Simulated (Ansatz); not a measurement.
# ZrPbO3: the cost of one run

Program: Ansatz 0.2.0. Level of theory: DFT PBEsol, scalar-relativistic, plane waves, PAW. These are calculated values, not measurements.

1 further run of the same task is left out (set aside as unsound or not needed).

## Step 1: The starting structure

It takes space group Pm-3m (No. 221, cubic). Conventional cell: a = 4.141 Å, b = 4.141 Å, c = 4.141 Å, α = 90.00°, β = 90.00°, γ = 90.00°. Zr (site symmetry m-3m) is surrounded by 6 O at 2.07 Å. Pb (site symmetry m-3m) has 12 O at 2.93 Å as nearest neighbours. Around O (site symmetry 4/mmm) lie 2 Zr at 2.07 Å and 4 Pb at 2.93 Å.

As a file:

```cif
data_structure
_symmetry_space_group_name_H-M 'Pm-3m'
_symmetry_Int_Tables_number 221
_cell_length_a 4.1413
_cell_length_b 4.1413
_cell_length_c 4.1413
_cell_angle_alpha 90.000
_cell_angle_beta 90.000
_cell_angle_gamma 90.000
_cell_volume 71.02
loop_
_atom_site_label
_atom_site_type_symbol
_atom_site_symmetry_multiplicity
_atom_site_Wyckoff_symbol
_atom_site_fract_x
_atom_site_fract_y
_atom_site_fract_z
_atom_site_occupancy
Zr1 Zr 1 a 0.00000 0.00000 0.00000 1
Pb1 Pb 1 b 0.50000 0.50000 0.50000 1
O1 O 3 d 0.50000 0.00000 0.00000 1
```

It goes back to an entry of the Materials Project, which need not be the stable form.

This cell was relaxed beforehand with the same method: volume 14.20 Å³/atom, gap on the mesh 2.34 eV.

## Step 2: The reference: the undisturbed cell on the scan's mesh

The input, input.yaml:

```yaml
crystal:
  lattice:
    - [4.1412871263, 0.0, 0.0]
    - [0.0, 4.1412871263, 0.0]
    - [0.0, 0.0, 4.1412871263]
  atoms:
    - { symbol: Zr, position: [0.0, 0.0, 0.0] }
    - { symbol: Pb, position: [0.5, 0.5, 0.5] }
    - { symbol: O, position: [0.5, 0.0, 0.0] }
    - { symbol: O, position: [0.0, 0.0, 0.5] }
    - { symbol: O, position: [0.0, 0.5, 0.0] }
basis:
  ecutwfc: 420
kpoints:
  mp_grid: { grid: [6, 6, 6] }
hamiltonian:
  xc: pbesol
scf:
  occupations: { method: gaussian, width: 0.05 }
output:
  forces: true
  stress: true
  eigenvalues: true
```

Launch:

```console
ansatz run input.yaml --threads 1 --pin off --max-ram 2560MiB --backend cpu --events-out ev --progress --plain --runs-dir out
```

What time and memory should one allow on 1 thread of Arm Neoverse V2, shared host?

About 2.1 s, with a peak of 0.35 GiB.
